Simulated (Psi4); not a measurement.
# LiGeH2Br (SMILES [Li][Br].[GeH2]): PBE0/jun-cc-pVDZ (density fitting with def2-universal-jkfit, counterpoise nocp, fragments set)

Aim: the interaction energy of LiGeH2Br. 

Program for the calculation: Psi4 1.11.

8 further runs of the same task are left out: 8 set aside as unsound or not needed.

## (1) The system as given

LiGeH2Br has 5 atoms, charge 0, and is taken as a singlet. SMILES: `[Li][Br].[GeH2]`. The shape comes from GFN2-xTB, which is rough for such elements, and wasn't checked as a minimum.

Bond lengths: Li1–Br2 2.218 Å, Li1–Ge3 2.949 Å, Ge3–H4 1.651 Å, Ge3–H5 1.651 Å. Angles: Br2–Li1–Ge3 179.7°, Li1–Ge3–H4 43.1°, Li1–Ge3–H5 43.4°, H4–Ge3–H5 86.5°.

## (2) The interaction energy at PBE0/jun-cc-pVDZ (density fitting with def2-universal-jkfit, counterpoise nocp, fragments set)

brgeh2li.in

```
memory 1600 mb

molecule {
  0 1
  Li    -0.253750    -0.487970    -0.641550
  Br    -0.914630    -1.775040    -2.322190
  --
  0 1
  Ge     0.626630     1.210090     1.603240
  H      1.185630    -0.126800     0.811140
  H     -0.643880     1.179720     0.549360
  units angstrom
  symmetry c1
  no_reorient
  no_com
}

set {
  reference rks
  df_basis_scf def2-universal-jkfit
}

energy_value, wavefunction = energy("pbe0/jun-cc-pVDZ", bsse_type='nocp', return_wfn=True)
```

The run is started by

```
$ psi4 -i brgeh2li.in -o brgeh2li.out -n 1
```

Q: Predict the results. Wanted: interaction energy.

**Answer.** As computed:

At PBE0/jun-cc-pVDZ (density fitting with def2-universal-jkfit, counterpoise nocp, fragments set):

```
          quantity          value
interaction energy  -45.18 kJ/mol
```
